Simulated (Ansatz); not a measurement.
# H6N3Tb (Tb(NH2)3): the cost of one run

Method: DFT PBE, plane waves, PAW, molecule in a box with 9 Å of vacuum; program: Ansatz 0.2.0.

4 further runs of the same task are left out: 2 for a known fault of the program, 2 that didn't finish.

## Step 1: Starting geometry

10 atoms, charge 0, spin multiplicity 1.

Bond lengths: Tb1–N2 2.225 Å, Tb1–N5 2.225 Å, Tb1–N8 2.225 Å, N2–H3 1.032 Å, N2–H4 1.032 Å, N5–H6 1.032 Å, N5–H7 1.032 Å, N8–H9 1.032 Å, N8–H10 1.032 Å. Angles: N2–Tb1–N5 120.0°, N2–Tb1–N8 120.0°, N5–Tb1–N8 120.0°, Tb1–N2–H3 128.2°, Tb1–N2–H4 128.2°, H3–N2–H4 103.6°, Tb1–N5–H6 128.2°, Tb1–N5–H7 128.2°, H6–N5–H7 103.6°, Tb1–N8–H9 128.2°, Tb1–N8–H10 128.2°, H9–N8–H10 103.6°.

Coordinates:

```
Tb    0.00000    0.00000    0.00000
N     2.22529    0.00002    0.00000
H     2.86362    0.00003    0.81053
H     2.86362    0.00003   -0.81053
N    -1.11267    1.92715    0.00000
H    -1.43184    2.47996    0.81053
H    -1.43184    2.47996   -0.81053
N    -1.11263   -1.92717    0.00000
H    -1.43179   -2.47999    0.81053
H    -1.43179   -2.47999   -0.81053
```

Formal oxidation states: Tb +3. Each metal's 8 4f electrons lie in its core potential, so multiplicities, spins and levels count the valence alone. In the runs below they are in the valence, and the state is a septet. An earlier session relaxed this geometry at BP86, Tb lcecp-1-SVP with ECP54, N def2-SVP, H def2-SVP (singlet, point group D3h). Its vibrations showed it to be a saddle point, relaxed within its symmetry.

## Step 2: Scalar-relativistic

input.yaml reads:

```yaml
crystal:
  lattice:
    - [13.3, 0.0, 0.0]
    - [0.0, 13.96, 0.0]
    - [0.0, 0.0, 10.62]
  atoms:
    - { symbol: Tb, position: [0.44600301, 0.49999928, 0.50004991], spin: 6.0 }
    - { symbol: "N", position: [0.61331805, 0.50000072, 0.50004991] }
    - { symbol: H, position: [0.66131278, 0.50000072, 0.576371] }
    - { symbol: H, position: [0.66131278, 0.50000072, 0.42372881] }
    - { symbol: "N", position: [0.36234361, 0.63804656, 0.50004991] }
    - { symbol: H, position: [0.33834586, 0.67764613, 0.576371] }
    - { symbol: H, position: [0.33834586, 0.67764613, 0.42372881] }
    - { symbol: "N", position: [0.36234662, 0.36194986, 0.50004991] }
    - { symbol: H, position: [0.33834962, 0.32234957, 0.576371] }
    - { symbol: H, position: [0.33834962, 0.32234957, 0.42372881] }
basis:
  ecutwfc: 420
  ecutrho_ratio: 4
kpoints:
  mp_grid: { grid: [1, 1, 1] }
hamiltonian:
  xc: pbe
scf:
  occupations: { method: gaussian, width: 0.01 }
output:
  forces: true
  eigenvalues: true
  populations: true
  hubbard: { sites: [{ species: Tb, l: f }] }
magnetization:
  spin_polarized: true
```

Started as:

```console
ansatz run input.yaml --threads 2 --pin off --max-ram 5120MiB --backend cpu --events-out ev --progress --plain --runs-dir out
```

Q: Estimate wall time and peak memory on 2 threads of Intel Xeon at 2.50GHz (Skylake/Cascade Lake), shared host.

About 98 s, with a peak of 1.4 GiB.
